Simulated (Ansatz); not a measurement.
**SiGeH6NO2F: one species, many methods**

Aim: compute SiGeH6NO2F with functionals from several rungs and with coupled cluster. The yardstick is the atomisation energy at the CCSD(T) limit.

The runs use Ansatz 0.2.0, Gaussian basis; functionals in def2-TZVPP, the program's frozen cores in correlated methods.

The runs, in order: PBE-D4, r2SCAN-D4, PBE0-D4, B3LYP-D4, ωB97X-V, ωB97M-V, B2PLYP; CCSD(T)/def2-TZVPP; MP2/def2-QZVPP; extrapolation to the limit.

## 1. Structure used throughout

All runs share one geometry, relaxed beforehand with PBE0-D4/def2-TZVP.

12 atoms, charge 0, spin multiplicity 1.

Atoms are counted from 1 here; the program's logs count them from 0.

Bond lengths: O1–Ge2 1.774 Å, O1–H7 0.962 Å, Ge2–N3 1.846 Å, Ge2–H8 1.531 Å, Ge2–H9 1.536 Å, N3–Si4 1.689 Å, N3–H10 1.009 Å, Si4–O5 1.642 Å, Si4–F6 1.594 Å, Si4–H11 1.478 Å, O5–H12 0.958 Å. Angles: Ge2–O1–H7 109.8°, O1–Ge2–N3 110.6°, O1–Ge2–H8 105.8°, O1–Ge2–H9 110.0°, N3–Ge2–H8 108.2°, N3–Ge2–H9 107.8°, H8–Ge2–H9 114.4°, Ge2–N3–Si4 123.4°, Ge2–N3–H10 115.4°, Si4–N3–H10 118.4°, N3–Si4–O5 104.3°, N3–Si4–F6 110.1°, N3–Si4–H11 116.8°, O5–Si4–F6 111.6°, O5–Si4–H11 109.5°, F6–Si4–H11 104.7°, Si4–O5–H12 118.1°.

## 2. PBE-D4 (GGA)

in.yaml

```yaml
crystal:
  periodic: [false, false, false]
  atoms:
    - {symbol: O, position_ang: [-1.875099, 0.216976, -1.400830]}
    - {symbol: Ge, position_ang: [-0.206235, -0.346867, -1.607271]}
    - {symbol: N, position_ang: [0.910798, 0.471810, -0.386914]}
    - {symbol: Si, position_ang: [0.759534, 0.282717, 1.284936]}
    - {symbol: O, position_ang: [-0.707499, -0.427022, 1.482533]}
    - {symbol: F, position_ang: [0.824557, 1.703699, 2.004895]}
    - {symbol: H, position_ang: [-2.155999, 0.079572, -0.490702]}
    - {symbol: H, position_ang: [0.213296, 0.095085, -3.011470]}
    - {symbol: H, position_ang: [-0.130882, -1.863147, -1.371139]}
    - {symbol: H, position_ang: [1.424716, 1.266510, -0.735708]}
    - {symbol: H, position_ang: [1.795020, -0.527931, 1.960439]}
    - {symbol: H, position_ang: [-0.852215, -0.951391, 2.271231]}
basis:
  gaussian: {orbitals: def2-TZVPP}
hamiltonian: {xc: pbe, dispersion: d4}
output: {forces: true, orbitals: {seedname: orbitals}}
```

Command:

```
ansatz run in.yaml --threads 2 --pin off --events-out ev --progress --plain --max-ram 20480MiB --backend cuda --devices 0, --max-vram 18GiB
```

After this run come: r2SCAN-D4 (meta-GGA); PBE0-D4 (hybrid); B3LYP-D4 (hybrid); ωB97X-V (range-separated); ωB97M-V (range-separated); B2PLYP (double hybrid); CCSD(T) in def2-TZVPP; MP2 in def2-QZVPP.

Q: Predict the results of all the runs planned. Wanted: atomisation energy, CCSD(T)/CBS; farthest; mean size of error, hybrid; mean size of error, range-separated; gap, smallest and largest; T1 diagnostic; triples share of the correlation energy.

As calculated:

| quantity | value |
| --- | --- |
| atomisation energy, CCSD(T)/CBS | 45.441 eV |
| functionals within 0.454 eV (1.0 %) | PBE-D4, r2SCAN-D4, ωB97X-V, ωB97M-V |
| farthest | PBE0-D4 (-1.039 eV) |
| mean size of error, hybrid | 0.838 eV |
| mean size of error, range-separated | 0.214 eV |
| gap, smallest and largest | 6.08 eV (PBE-D4), 12.79 eV (ωB97X-V) |
| T1 diagnostic | 0.0118 |
| triples share of the correlation energy | 3.4 % |

What this shows: PBE-D4 misses by -0.030 eV, or 0.003 eV for each of 11 bonds. By mean error the best rung here is range-separated (0.214 eV) and the worst is hybrid (0.838 eV). Rungs with a single functional here are left out of that count. Misses under about 0.454 eV are within the doubt on the reference itself, which lacks core-valence correlation, relativity and higher excitations, and its outer-core shells are covered unevenly. Hartree-Fock recovers 69 % of the binding; the rest is correlation. Orbital gaps span 6.1 to 12.8 eV; exact exchange widens them. Correlated methods include outer-core shells of Ge, which these sets cover unevenly.
